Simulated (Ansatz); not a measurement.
What does this script print? It uses Ansatz 0.2.0, Python API.

`run_dfpt.py`
```python
"""DFPT phonons of Sn."""

from pathlib import Path

import ansatz
import numpy as np

crystal = (
    ansatz.Lattice.of([-1.59075, 1.59075, 2.91565], [1.59075, -1.59075, 2.91565], [1.59075, 1.59075, -2.91565])
    .atom("Sn", [0.0, 0.0, 0.0])
)

calculation = (
    crystal.calculation()
    .occupations(ansatz.OccupationsMethod.FERMI_DIRAC, width=0.05)
    .basis(34 * ansatz.Ry)
    .functional("pbesol")
    .scf(max_iterations=95)
    .kpoints(14, 14, 14)
    .phonons("dfpt", points=[(0, 0, 0), (0.5, 0, 0), (0.5, 0.5, 0)])
)
done = calculation.run(runs_dir="runs")
ph = done.phonons

for q in ph.qpoints:
    thz = np.asarray(q.omega_inv_cm) / 33.35641
    print("q = ({:.2f}, {:.2f}, {:.2f})".format(*q.q_frac), np.round(thz, 2) + 0.0, "THz")
```

Output of `python run_dfpt.py`:
```text
RunWarning: eigensolver did not converge (k=224): 1 band(s) unlocked after 20 sweeps at ethr=1.00e-12 eV (lowest unlocked band 10, counted from 0; max residual 5.78e-6 eV among the unlocked bands, [...]
q = (0.00, 0.00, 0.00) [0. 0. 0.] THz
q = (0.50, 0.00, 0.00) [-0.63 -0.6   2.84] THz
q = (0.50, 0.50, 0.00) [-1.08  2.63  2.65] THz
```
(Warnings from the package without file and line, shortened.)

Reading the output:
- The cell isn't relaxed first, so the values belong to this volume.
- A negative frequency stands for an imaginary mode.
- This isn't the structure that Sn takes at ambient conditions.
- The structure is taken as given; imaginary modes can come from an unrelaxed or unstable start. Phonons of metals also depend on mesh and smearing.
- Finished in 2.7 min on 1 thread of Arm Neoverse V1, on a shared host, peak memory 0.99 GiB.
